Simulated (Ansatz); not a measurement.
# La2MoGeO8 (I-4): the equilibrium volume

At what volume is La2MoGeO8 (I-4) free of pressure?

Program: Ansatz 0.2.0. Level of theory: DFT PBEsol, scalar-relativistic, plane waves, PAW. These are calculated values, not measurements.

2 further runs of the same task are left out: 2 set aside as unsound or not needed. Runs told in other sessions of the task aren't counted.

## 1. The system as given

It takes space group I-4 (No. 82, tetragonal). The conventional cell has a = 5.182 Å, b = 5.182 Å, c = 11.225 Å, α = 90.00°, β = 90.00°, γ = 90.00°. La (site symmetry -4) has 8 O at 2.39 to 2.41 Å in its first shell of neighbours. La (site symmetry -4) is surrounded by 8 O at 2.38 to 2.43 Å. Ge (site symmetry -4) has 4 O at 1.81 Å in its first shell of neighbours. Around Mo (site symmetry -4) lie 4 O at 1.80 Å. O (site symmetry 1) has 1 Ge at 1.81 Å and 2 La at 2.39 to 2.43 Å in its first shell of neighbours. Around O (site symmetry 1) lie 1 Mo at 1.80 Å and 2 La at 2.38 to 2.41 Å.

Coordinates:

```
La Ge Mo O
1.0
    -2.59125    2.59125    5.61265
     2.59125   -2.59125    5.61265
     2.59125    2.59125   -5.61265
La Ge Mo O
2 1 1 8
Direct
  0.75000 0.25000 0.50000
  0.50000 0.50000 0.00000
  0.25000 0.75000 0.50000
  0.00000 0.00000 0.00000
  0.40439 0.49607 0.57480
  0.92127 0.82959 0.42520
  0.07318 0.17335 0.41102
  0.76232 0.66216 0.58898
  0.82665 0.23768 0.89984
  0.33784 0.92682 0.10016
  0.17041 0.59561 0.09167
  0.50393 0.07873 0.90833
```

## 2. The first run (PBEsol, 6×6×6 mesh)

File input.yaml:

```yaml
crystal:
  lattice:
    - [-2.591245813, 2.591245813, 5.6126457654]
    - [2.591245813, -2.591245813, 5.6126457654]
    - [2.591245813, 2.591245813, -5.6126457654]
  atoms:
    - { symbol: La, position: [0.75, 0.25, 0.5] }
    - { symbol: La, position: [0.5, 0.5, 0.0] }
    - { symbol: Ge, position: [0.25, 0.75, 0.5] }
    - { symbol: Mo, position: [0.0, 0.0, 0.0] }
    - { symbol: O, position: [0.4043932078, 0.4960663956, 0.5747982814] }
    - { symbol: O, position: [0.9212681142, 0.8295949264, 0.4252017186] }
    - { symbol: O, position: [0.0731840248, 0.173347456, 0.4110230314] }
    - { symbol: O, position: [0.7623244245, 0.6621609934, 0.5889769686] }
    - { symbol: O, position: [0.826652544, 0.2376755755, 0.8998365688] }
    - { symbol: O, position: [0.3378390066, 0.9268159752, 0.1001634312] }
    - { symbol: O, position: [0.1704050736, 0.5956067922, 0.0916731878] }
    - { symbol: O, position: [0.5039336044, 0.0787318858, 0.9083268122] }
basis:
  ecutwfc: 420
kpoints:
  mp_grid: { grid: [6, 6, 6] }
hamiltonian:
  xc: pbesol
scf:
  occupations: { method: gaussian, width: 0.1 }
output:
  forces: true
  stress: true
  eigenvalues: true
```

Started as:

```bash
$ ansatz run input.yaml --threads 8 --pin off --max-ram 14336MiB --backend cpu --events-out ev --progress --plain --runs-dir out
```

Standard output, cut to the lines that bear on the results:

```text
Warning: RAYON_NUM_THREADS=8 ignored (pool sized by the plan → 8); use --threads N
[...]
Pseudopotentials: kind: paw
Pseudopotential: La, paw, valence charge 11, recommended cutoff 420 eV (normal), La.paw.azcp
Pseudopotential: Ge, paw, valence charge 14, recommended cutoff 420 eV (normal), Ge.paw.azcp
Pseudopotential: Mo, paw, valence charge 14, recommended cutoff 420 eV (normal), Mo.paw.azcp
Pseudopotential: O, paw, valence charge 6, recommended cutoff 420 eV (normal), O.paw.azcp
Functional definition: PBEsol
[...]
Crystal: 12 atoms, lattice volume = 150.746 Å³
Basis set: ecut = 420 eV, 2971 PW (Γ), exchange–correlation on 90×90×90 points (8 copies of the dense FFT grid, shifted against one another)
Bands: 61, of which v1, the nominal top of the filled ones, is band 49 counted from 1 (48 counted from 0)
Symmetry: 4 space group operations
Space group: I-4 (ITA 82), of the structure as read, at distance tolerance 5.3e-5 Å
k-points: 36 of 216 (time reversal used)
[...]
SCF iter   1: F=—  HF=-25971.733392 eV  |F-HF|=—  |Δ(HF+E_count)|=         —  Δρ=1.54e-2  dr2=3.01e-1  ethr=1.77e-3  ⟨swp⟩=4.7  Hψ=8205  notcnv=0  defer=2
[...]
SCF iter   9: F=-25971.665498 eV  HF=-25971.665498 eV  |F-HF|=9.11e-9  |Δ(HF+E_count)|=   2.83e-7  Δρ=2.42e-6  dr2=8.77e-9  ethr=1.02e-10  ⟨swp⟩=13.2  Hψ=9383  notcnv=0
[...]
SCF converged after 9 iterations
Free energy (F): -25971.665498 eV
[...]
E sigma→0 (E₀):  -25971.665498 eV
Fermi energy:    10.677121 eV
[...]
--- Forces (eV/Å), atoms counted from 1 ---
  atom   1  La     0.00000000     0.00000000     0.00000000
  atom   2  La     0.00000000     0.00000000     0.00000000
  atom   3  Ge     0.00000000     0.00000000     0.00000000
  atom   4  Mo    -0.00000000     0.00000000     0.00000000
  atom   5  O      0.52248442    -0.99535177     0.38752780
  atom   6  O     -0.52248442     0.99535177     0.38752780
  atom   7  O     -1.31531160    -0.66657339     0.60220354
  atom   8  O      1.31531160     0.66657339     0.60220354
[...]
--- Stress (GPa, compression-positive) ---
        5.589843       0.000000       0.000000
       -0.000000       5.589843       0.000000
        0.000000       0.000000       8.153933
  P = ⅓ Tr σ = 6.4445 GPa (64.445 kbar)
--- Band table (eV; the first three rows and the last of 36) ---
[...]
```

It took 6.3 s on 8 threads of Arm Neoverse V1, shared host; peak memory 0.84 GiB.

In short: volume 12.562 Å³/atom, pressure 6.44 GPa, gap on the mesh 2.36 eV.

## 3. Relaxing cell and atoms (PBEsol, 6×6×6 mesh)

input.yaml: that of step 2 with these lines changed.

```diff
@@ -30 +30,6 @@
   eigenvalues: true
+relax:
+  adjacent_minimum: "off"
+  f_tol: 0.05
+  max_steps: 50
+  cell: { stress_tol: 0.5 }
```

Started as:

```bash
$ ansatz run input.yaml --threads 8 --pin off --max-ram 14336MiB --backend cpu --events-out ev --progress --plain --runs-dir out
```

Standard output:

```text
Warning: RAYON_NUM_THREADS=8 ignored (pool sized by the plan → 8); use --threads N
Engine: ansatz 0.2.0, aarch64-unknown-linux-gnu
[... 6 set-up lines as earlier in the session ...]
  exchange = pbesol_x
  correlation = pbesol_c
Crystal: 12 atoms, lattice volume = 150.746 Å³
Basis set: ecut = 420 eV, 2971 PW (Γ), exchange–correlation on 90×90×90 points (8 copies of the dense FFT grid, shifted against one another)
Bands: 61, of which v1, the nominal top of the filled ones, is band 49 counted from 1 (48 counted from 0)
[... 2 set-up lines as earlier in the session ...]
k-points: 36 of 216 (time reversal used)
Non-local potential: La, projectors of the file, l = 0: 3, l = 1: 2, l = 2: 2, l = 3: 3
Non-local potential: Ge, projectors of the file, l = 0: 2, l = 1: 2, l = 2: 3, l = 3: 1
Non-local potential: Mo, projectors of the file, l = 0: 3, l = 1: 2, l = 2: 2, l = 3: 1
Non-local potential: O, projectors of the file, l = 0: 2, l = 1: 2, l = 2: 1
PAW form: soft (Blöchl's): semilocal exchange-correlation on the pseudo side does not see the compensation charge
PAW frozen core: La, regenerated for the run's functional, and the local potential with it (the file was generated under x = pbe(κ = 0.804, μ = 0.2195149727645171), c = pbe(β = 0.06672455060314922))
PAW frozen core: Ge, regenerated for the run's functional, and the local potential with it (the file was generated under x = pbe(κ = 0.804, μ = 0.2195149727645171), c = pbe(β = 0.06672455060314922))
PAW frozen core: Mo, regenerated for the run's functional, and the local potential with it (the file was generated under x = pbe(κ = 0.804, μ = 0.2195149727645171), c = pbe(β = 0.06672455060314922))
PAW frozen core: O, regenerated for the run's functional, and the local potential with it (the file was generated under x = pbe(κ = 0.804, μ = 0.2195149727645171), c = pbe(β = 0.06672455060314922))
PAW one-centre angular grid: La, 590 points (default); XC on 64 Gauss nodes
PAW one-centre angular grid: Ge, 590 points (default); XC on 64 Gauss nodes
PAW one-centre angular grid: Mo, 590 points (default); XC on 64 Gauss nodes
PAW one-centre angular grid: O, 110 points (default); XC on 64 Gauss nodes
Initial density: superposition of atomic densities (neutral atoms: chi_scale 0, normalization atom), corrected by the library's trained network
Initial wavefunctions: pseudopotential atomic-orbital guess
Functional: x = pbesol(κ = 0.804, μ = 0.12345679012345678), c = pbesol(β = 0.046)
SCF iter   1: F=—  HF=-25971.733392 eV  |F-HF|=—  |Δ(HF+E_count)|=         —  Δρ=1.54e-2  dr2=3.01e-1  ethr=1.77e-3  ⟨swp⟩=4.7  Hψ=8205  notcnv=0  defer=2
preconditioner: auto → Resta (q_TF=auto, 2.539 Å⁻¹)  ε∞=5.0  [insulator: Δε(μ)=2.245 eV  Ē_g=13.944 eV  σ=0.100 eV  W_gap=1.00  n_scr=36 (ndim 8)  ℏωp=28.0 eV  f_vac=0.022  D(μ)=0.00/eV (n_scr^D=0)  ε∞_Penn≈5.0]
SCF iter   2: F=—  HF=-25971.672989 eV  |F-HF|=—  |Δ(HF+E_count)|=   6.04e-2  Δρ=5.28e-3  dr2=4.75e-2  ethr=3.08e-4  ⟨swp⟩=2.0  Hψ=4076  notcnv=0  defer=279
SCF iter   3: F=—  HF=-25971.665739 eV  |F-HF|=—  |Δ(HF+E_count)|=   7.25e-3  Δρ=1.83e-3  dr2=4.66e-3  ethr=4.85e-5  ⟨swp⟩=2.0  Hψ=3211  notcnv=0  defer=279
SCF iter   4: F=—  HF=-25971.665472 eV  |F-HF|=—  |Δ(HF+E_count)|=   2.67e-4  Δρ=8.96e-4  dr2=1.02e-3  ethr=4.75e-6  ⟨swp⟩=2.0  Hψ=3490  notcnv=0  defer=279
SCF iter   5: F=—  HF=-25971.665509 eV  |F-HF|=—  |Δ(HF+E_count)|=   3.74e-5  Δρ=2.72e-4  dr2=1.23e-4  ethr=1.04e-6  ⟨swp⟩=2.0  Hψ=3331  notcnv=0  defer=279
SCF iter   6: F=—  HF=-25971.665541 eV  |F-HF|=—  |Δ(HF+E_count)|=   3.15e-5  Δρ=8.59e-5  dr2=1.18e-5  ethr=1.26e-7  ⟨swp⟩=2.0  Hψ=3049  notcnv=0  defer=279
SCF iter   7: F=—  HF=-25971.665497 eV  |F-HF|=—  |Δ(HF+E_count)|=   4.32e-5  Δρ=2.97e-5  dr2=1.42e-6  ethr=1.20e-8  ⟨swp⟩=2.0  Hψ=3679  notcnv=0  defer=133
SCF iter   8: F=—  HF=-25971.665498 eV  |F-HF|=—  |Δ(HF+E_count)|=   7.13e-7  Δρ=1.18e-5  dr2=2.18e-7  ethr=1.45e-9  ⟨swp⟩=2.1  Hψ=3426  notcnv=0  defer=129
SCF iter   9: F=-25971.665498 eV  HF=-25971.665498 eV  |F-HF|=9.15e-9  |Δ(HF+E_count)|=   2.84e-7  Δρ=2.41e-6  dr2=8.76e-9  ethr=1.02e-10  ⟨swp⟩=12.2  Hψ=10652  notcnv=0
SCF 1 converged in 9 iterations: F = -25971.665498 eV  dr2 = 8.76e-9
relax step   1: F+E_penalty+E_count = -25971.66549838 eV  Δ(F+E_penalty+E_count) = +0.000e0 eV  max|allowed force component| = 1.315e0 eV/Å  Δτ_max = 0.0000 Å  P = +6.445 GPa  Ω = 150.746 Å³  (9 SCF iters, dr2 threshold 1.00e-7 eV, accepted)
[... from here on, the SCF cycles and remarks between the steps are left out ...]
relax step   2: F+E_penalty+E_count = -25971.64384968 eV  Δ(F+E_penalty+E_count) = +2.165e-2 eV  max|allowed force component| = 6.450e-1 eV/Å  Δτ_max = 0.0987 Å  P = -8.303 GPa  Ω = 170.468 Å³  energy of the carried Pulay correction = -7.619e-2 eV  (9 SCF iters, dr2 threshold 1.20e-6 eV, accepted)
relax step   3: F+E_penalty+E_count = -25972.08869063 eV  Δ(F+E_penalty+E_count) = -4.448e-1 eV  max|allowed force component| = 7.406e-2 eV/Å  Δτ_max = 0.0976 Å  P = -1.676 GPa  Ω = 162.209 Å³  energy of the carried Pulay correction = -4.545e-2 eV  (8 SCF iters, dr2 threshold 1.20e-6 eV, accepted)
relax step   4: F+E_penalty+E_count = -25972.12163970 eV  Δ(F+E_penalty+E_count) = -3.295e-2 eV  max|allowed force component| = 7.913e-2 eV/Å  Δτ_max = 0.0280 Å  P = +0.299 GPa  Ω = 159.777 Å³  energy of the carried Pulay correction = -3.608e-2 eV  (7 SCF iters, dr2 threshold 1.20e-6 eV, accepted)
relax step   5: F+E_penalty+E_count = -25972.12233189 eV  Δ(F+E_penalty+E_count) = -6.922e-4 eV  max|allowed force component| = 2.383e-2 eV/Å  Δτ_max = 0.0045 Å  P = -0.011 GPa  Ω = 159.984 Å³  energy of the carried Pulay correction = -3.689e-2 eV  (5 SCF iters, dr2 threshold 3.91e-7 eV, accepted)
relax step   6: F+E_penalty+E_count = -25972.17460547 eV  Δ(F+E_penalty+E_count) = -5.227e-2 eV  max|allowed force component| = 2.362e-2 eV/Å  Δτ_max = 0.0000 Å  P = +0.524 GPa  Ω = 159.984 Å³  stress off target by 6.02e-1 GPa  SCF on the basis re-selected at this cell (its energy is not comparable with the rows above)  (6 SCF iters)
relax step   7: F+E_penalty+E_count = -25972.17391942 eV  Δ(F+E_penalty+E_count) = +6.861e-4 eV  max|allowed force component| = 2.668e-3 eV/Å  Δτ_max = 0.0080 Å  P = +0.044 GPa  Ω = 160.609 Å³  energy of the carried Pulay correction = -2.476e-3 eV  (5 SCF iters, dr2 threshold 9.07e-7 eV, accepted)
relax step   8: F+E_penalty+E_count = -25972.17649422 eV  Δ(F+E_penalty+E_count) = -2.575e-3 eV  max|allowed force component| = 2.589e-3 eV/Å  Δτ_max = 0.0000 Å  P = +0.055 GPa  Ω = 160.609 Å³  stress off target by 8.17e-2 GPa  SCF on the basis re-selected at this cell (its energy is not comparable with the rows above)  (6 SCF iters)
basis re-selected at this cell: Δ(F+E_penalty+E_count) = -2.575e-3 eV, ΔP = +0.011 GPa vs the last step (what re-selecting the basis moved, of the pressure what is left beyond the Pulay correction that the steps carried, after the strain that the cell walked since its last selection, with what the two solves' SCF thresholds leave and, on support functions, any second-order correction that the steps lacked; it is no measure of the basis error at this ecutwfc). This SCF's stress stands 8.17e-2 GPa from its target on what of the cell is left free (relax.cell.stress_tol is 5.00e-1 GPa) and its largest allowed force component is 2.59e-3 eV/Å (relax.f_tol is 5.00e-2 eV/Å): within both
SCF converged after 6 iterations
Free energy (F): -25972.176494 eV
Harris-Foulkes:  -25972.176494 eV  (|F-HF|=9.82e-10)
Internal energy: -25972.176494 eV  (E = F + TS)
E sigma→0 (E₀):  -25972.176494 eV
Fermi energy:    9.975578 eV
--- Per-component energies (eV) ---
  E_band       = -388.196275
  E_kinetic    = 2332.082448
  E_local      = -7208.480687  (includes V_loc(G=0)·N_el)
  E_nonlocal   = 1150.888844
  E_hartree    = 2777.418844
  E_xc         = -1115.528614
  E_vxc        = -1333.867854  (∫ρ·V_xc dr)
  E_paw        = -17004.727157  (= ΣΔE_a)
  E_vpaw       = -883.677013  (= ΣTr[D̂ρ^β])
  E_aug_tail   = 0.019773  (compensation charges beyond the density's cutoff)
  E_ewald      = -6905.598504
  E_core_change = 1.748558  (= ΣΔE_core)
  E_smearing   = -0.000000  (= −TS)
  E_closure    = 0.000000  (closes the sum)
  Σ components = -25972.176494   (vs F -25972.176494, Δ=0.00e0)
--- Forces (eV/Å), atoms counted from 1 ---
  atom   1  La     0.00000000     0.00000000    -0.00000000
  atom   2  La    -0.00000000     0.00000000     0.00000000
  atom   3  Ge     0.00000000     0.00000000    -0.00000000
  atom   4  Mo    -0.00000000     0.00000000     0.00000000
  atom   5  O      0.00083579     0.00190932    -0.00202867
  atom   6  O     -0.00083579    -0.00190932    -0.00202867
  atom   7  O      0.00208283     0.00258936    -0.00102884
  atom   8  O     -0.00208283    -0.00258936    -0.00102884
  atom   9  O      0.00258936    -0.00208283     0.00102884
  atom  10  O     -0.00258936     0.00208283     0.00102884
  atom  11  O     -0.00190932     0.00083579     0.00202867
  atom  12  O      0.00190932    -0.00083579     0.00202867
  max |Σ_I F_I| component: 5.38e-17 eV/Å
--- Stress (GPa, compression-positive) ---
        0.041657      -0.000000      -0.000000
        0.000000       0.041657       0.000000
        0.000000       0.000000       0.081731
  P = ⅓ Tr σ = 0.0550 GPa (0.550 kbar)
--- Band table (eV; the first three rows and the last of 36) ---
  k-point 0: bands = ["-53.0847", "-27.4418", "-27.4418", "-27.3384", "-21.1107", "-20.9588", "-14.2031", "-14.1896", "-14.1896", "-13.9962", "-13.9694", "-9.0596", "-8.9742", "-8.6395", "-8.6395", "-8.1475", "-7.5694", "-7.5694", "-7.4505", "-4.6247", "-4.5564", "-4.5564", "-4.1043", "-4.1043", "-4.0613", "2.5030", "3.4861", "3.8798", "3.8798", "3.9860", "4.0672", "4.8837", "5.2209", "5.4555", "5.4555", "6.1091", "6.2109", "6.2109", "6.3720", "6.9642", "6.9642", "7.1868", "7.2050", "8.0765", "8.0765", "8.0829", "8.3531", "8.6390", "8.6390", "11.4254", "11.6836", "13.0273", "13.0273", "13.3809", "13.6695", "13.7906", "13.7906", "13.8161", "13.9137", "13.9137", "13.9644"]
[... 3 lines left out ...]
--- Relaxed structure (6 steps of the walk, 6 accepted, 2 SCFs on fresh bases) ---
  F+E_penalty+E_count = -25972.17649422 eV   max|allowed force component| = 2.589e-3 eV/Å   (the final SCF, on the basis selected at the relaxed cell)
  cell:  # Å, volume = 160.6086 Å³
    - [-2.632720951539038, 2.632720951539038, 5.792941729629809]
    - [2.632720951539038, -2.632720951539038, 5.792941729629809]
    - [2.632720951539038, 2.632720951539038, -5.792941729629809]
  atoms:
    - { symbol: La, position: [0.7499999999999999, 0.25000000000000006, 0.49999999999999994] }
    - { symbol: La, position: [0.5, 0.5, -3.1380721399901062e-19] }
    - { symbol: Ge, position: [0.25000000000000006, 0.7499999999999999, 0.49999999999999994] }
    - { symbol: Mo, position: [-7.627907499366773e-19, 2.3408271920602982e-18, -3.1380721399901e-19] }
    - { symbol: O, position: [0.4036260644145305, 0.5109126957320967, 0.5844374245178137] }
    - { symbol: O, position: [0.9264752712142831, 0.8191886398967169, 0.41556257548218634] }
    - { symbol: O, position: [0.06340427379205041, 0.16858503473938877, 0.39255325287169085] }
    - { symbol: O, position: [0.776031781867698, 0.6708510209203595, 0.6074467471283092] }
    - { symbol: O, position: [0.8314149652606113, 0.223968218132302, 0.8948192390526617] }
    - { symbol: O, position: [0.3291489790796405, 0.9365957262079496, 0.10518076094733836] }
    - { symbol: O, position: [0.18081136010328303, 0.5963739355854694, 0.10728663131756627] }
    - { symbol: O, position: [0.48908730426790326, 0.07352472878571681, 0.8927133686824337] }
```

Wall time 60 s (8 threads of Arm Neoverse V1, shared host); peak memory 0.93 GiB.

The steps of the relaxation:

| step | energy from step 1 (meV/atom) | largest force component (eV/Å) | pressure (GPa) | volume (Å³/atom) |
| --- | --- | --- | --- | --- |
| 1 | 0.0 | 1.315 | 6.44 | 12.562 |
| 2 | 1.8 | 0.645 | -8.30 | 14.206 |
| 3 | -35.3 | 0.074 | -1.68 | 13.517 |
| 4 | -38.0 | 0.079 | 0.30 | 13.315 |
| 5 | -38.1 | 0.024 | -0.01 | 13.332 |
| 6 | -42.4 | 0.024 | 0.52 | 13.332 |
| 7 | -42.4 | 0.003 | 0.04 | 13.384 |
| 8 | -42.6 | 0.003 | 0.06 | 13.384 |

Step 1 is the start. Step 6 repeats a cell on a basis chosen anew, so the energy can jump there without a move. Step 8 repeats the geometry before it on a plane-wave basis chosen anew for the final cell, which shifts the energy by -0.2 meV/atom. The run keeps the 4 symmetry operations that it found, so it can't reach a distortion that breaks them.

Read off: volume 13.384 Å³/atom, pressure 0.06 GPa, mesh gap 2.56 eV.

(Part 1 of 2 ends here.)
